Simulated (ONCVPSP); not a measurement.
**Antimony: generating and testing an ONCV potential**

Do these settings give a usable potential? It is generated, then checked for transferability, scattering, ghosts and hardness.

Program: ONCVPSP 4.0.1.1 (patched build). Reference atom: PBE, scalar-relativistic, spherical and spin-unpolarised. All values are calculated.

**1. The atom and the settings**

Typed settings, in words:

```json
{"element": "antimony (Sb, Z = 51)", "type": "optimised norm-conserving Vanderbilt (ONCV)", "frozen core": "[Ar] 3d10 4s2", "valence charge": "21", "reference configuration": "4p6 4d10 5s1.75 5p3.25", "partial waves": "5s: rc 1.60 bohr, ncon 4, nbas 9, qcut 4.1 1/bohr, 1 projector; 4p+5p: rc 1.35 bohr, ncon 4, nbas 9, qcut 10.4 1/bohr, 2 projectors; 4d: rc 0.95 bohr, ncon 3, nbas 7, qcut 11.9 1/bohr, 1 projector", "local potential": "polynomial inside 0.90 bohr (lpopt 5, dvloc0 0 Ha)", "core correction": "polynomial model core, fcfact 0.6"}
```

An earlier all-electron run gives the scale for the radii.

All-electron outer shells of the reference configuration (PBE, scalar-relativistic, ld1.x):

```json
{"shell": "3d", "level (eV)": "-516.24", "outermost node (bohr)": "–", "outermost maximum (bohr)": "0.24"}
{"shell": "4s", "level (eV)": "-149.21", "outermost node (bohr)": "0.39", "outermost maximum (bohr)": "0.73"}
{"shell": "4p", "level (eV)": "-102.16", "outermost node (bohr)": "0.39", "outermost maximum (bohr)": "0.76"}
{"shell": "4d", "level (eV)": "-33.86", "outermost node (bohr)": "0.38", "outermost maximum (bohr)": "0.84"}
{"shell": "5s", "level (eV)": "-13.04", "outermost node (bohr)": "0.95", "outermost maximum (bohr)": "1.90"}
{"shell": "5p", "level (eV)": "-4.98", "outermost node (bohr)": "1.04", "outermost maximum (bohr)": "2.32"}
```

**2. Generation**

Input file Sb.dat:

```
# ATOM AND REFERENCE CONFIGURATION
# atsym  z   nc   nv     iexc    psfile
  Sb 51.00    7    4        4      upf
#
#   n    l    f
    1    0    2.00
    2    0    2.00
    2    1    6.00
    3    0    2.00
    3    1    6.00
    3    2   10.00
    4    0    2.00
    4    1    6.00
    4    2   10.00
    5    0    1.75
    5    1    3.25
#
# PSEUDOPOTENTIAL AND OPTIMIZATION
# lmax
    2
#
#   l,   rc,      ep,       ncon, nbas, qcut
    0    1.60    0.00    4    9    4.10
    1    1.35    0.00    4    9   10.40
    2    0.95    0.00    3    7   11.90
#
# LOCAL POTENTIAL
# lloc, lpopt,  rc(5),   dvloc0
    4    5    0.90    0.00
#
# VANDERBILT-KLEINMAN-BYLANDER PROJECTORs
# l, nproj, debl
    0    1    1.30
    1    2    0.60
    2    1    3.20
#
# MODEL CORE CHARGE
# icmod, fcfact, rcfact
    1    0.60    0.00
#
# LOG DERIVATIVE ANALYSIS
# epsh1, epsh2, depsh
   -5.00    5.00    0.04
#
# OUTPUT GRID
# rlmax, drl
    6.00    0.01
#
# TEST CONFIGURATIONS
# ncnf
    4
# nvcnf
#   n    l    f
    4
    4    1    6.00
    4    2   10.00
    5    0    2.00
    5    1    3.00
#
    4
    4    1    6.00
    4    2   10.00
    5    0    2.00
    5    1    2.00
#
    4
    4    1    6.00
    4    2   10.00
    5    0    2.00
    5    1    1.00
#
    4
    4    1    6.00
    4    2   10.00
    5    0    1.00
    5    1    3.00
#
```

Launch:

```console
oncvpsp.x < Sb.dat > Sb.out
```

Q: Predict the outcome of this session. Wanted: cutoffs for 1 and 0.1 mHa per electron, occupied waves; bound ghosts; GHOST(+) flags; largest test error; largest phase difference near zero energy, channels read; rms error of d²Exc/dn², without and with the model core.

**Answer**, as computed:

| quantity | value |
| --- | --- |
| cutoffs for 1 and 0.1 mHa per electron, occupied waves | 50 Ha and 89 Ha |
| bound ghosts | s at -417.32 eV |
| GHOST(+) flags | s at 24 eV |
| largest test error (AE − PS) | -2.3 meV, for 4p6 4d10 5s2 5p2 (2 tests unsolved) |
| largest phase difference near zero energy, channels read | 0.121 rad |
| rms error of d²Exc/dn², without and with the model core | 2.49 and 0.40 mHa |

In words: A bound ghost (s) makes it unfit for use: electrons can fall into a state that the atom doesn't have. By total energies transferability is very good where solved: the largest error is 2.3 meV on 6.3 eV, for 4p6 4d10 5s2 5p2. Atomic tests can pass in spite of a ghost, since they solve only for the levels asked. Of the tests 2 gave no usable energy difference, which is a warning in itself. The potential is hard: the looser tolerance needs 50 Ha. At the looser tolerance the 4d wave is the slowest; 4p needs 25 Ha. Of the channels read, s scatters worst near zero energy, by up to 0.12 rad. In the s channel the atom's pole at 4.26 Ha sits lower, at 0.71 Ha, in the pseudo curve. The program also flags highly localised states, GHOST(+) (s).
